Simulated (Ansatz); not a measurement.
# CH6BClFP: the cost of one run

Method: RKS B3LYP-D4/def2-SVP, in Ansatz 0.2.0.

## (1) The starting structure

Bond lengths: B1–F2 1.670 Å, B1–C3 1.600 Å, C3–H4 1.110 Å, C3–H5 1.110 Å, C3–H6 1.110 Å, B1–Cl7 1.860 Å, B1–P8 2.210 Å, P8–H9 1.420 Å, P8–H10 1.420 Å, P8–H11 1.414 Å. Angles (14 of 18 angles, heavy atoms first): F2–B1–C3 120.0°, F2–B1–Cl7 120.0°, F2–B1–P8 71.6°, C3–B1–Cl7 120.0°, C3–B1–P8 105.4°, Cl7–B1–P8 92.8°, B1–C3–H4 109.5°, B1–C3–H5 109.5°, B1–C3–H6 109.5°, B1–P8–H9 109.5°, B1–P8–H10 109.5°, B1–P8–H11 61.6°, H4–C3–H5 109.4°, H4–C3–H6 109.4°.

As a file:

```xyz
11

B     0.0000    0.0000    0.0000
F     0.0000    0.0000    1.6700
C     1.3856    0.0000   -0.8000
H     1.7152   -1.0462   -0.9702
H     1.2491    0.5080   -1.7774
H     2.1552    0.5381   -0.2082
Cl   -1.6108    0.0000   -0.9300
P    -0.2764    2.0790    0.6969
H    -1.5961    2.5082    0.3960
H    -0.0678    2.1402    2.1001
H    -0.1407    1.0580    1.6663
```

## (2) Pulling towards end A

Springs on the bonds that form and break draw the guess towards this end; the thresholds are loose.

Contents of input.yaml:

```yaml
crystal:
  periodic: [false, false, false]
  atoms:
    - { symbol: B, position_ang: [0.0, 0.0, 0.0] }
    - { symbol: F, position_ang: [0.0, 0.0, 1.67] }
    - { symbol: C, position_ang: [1.3856, 0.0, -0.8] }
    - { symbol: H, position_ang: [1.7152, -1.0462, -0.9702] }
    - { symbol: H, position_ang: [1.2491, 0.508, -1.7774] }
    - { symbol: H, position_ang: [2.1552, 0.5381, -0.2082] }
    - { symbol: Cl, position_ang: [-1.6108, 0.0, -0.93] }
    - { symbol: P, position_ang: [-0.2764, 2.079, 0.6969] }
    - { symbol: H, position_ang: [-1.5961, 2.5082, 0.396] }
    - { symbol: H, position_ang: [-0.0678, 2.1402, 2.1001] }
    - { symbol: H, position_ang: [-0.1407, 1.058, 1.6663] }
basis:
  gaussian: { orbitals: def2-SVP }
hamiltonian:
  xc: b3lyp
  dispersion: d4
relax:
  f_tol: 0.15
  max_steps: 25
  restrain:
    - { distance: [0, 7], at: 3.11, k: 30.0 }
    - { distance: [10, 1], at: 2.12, k: 30.0 }
    - { distance: [0, 1], at: 1.32, k: 30.0 }
    - { distance: [10, 7], at: 1.42, k: 30.0 }
output:
  orbitals: {}
```

Run with:

```
> ansatz run input.yaml --threads 4 --pin off --max-ram 5120MiB --backend cpu --events-out ev --progress --plain --runs-dir out
```

What time and memory should one allow on 4 threads of Arm Neoverse V1, shared host?

About 31 s, with a peak of 0.25 GiB.
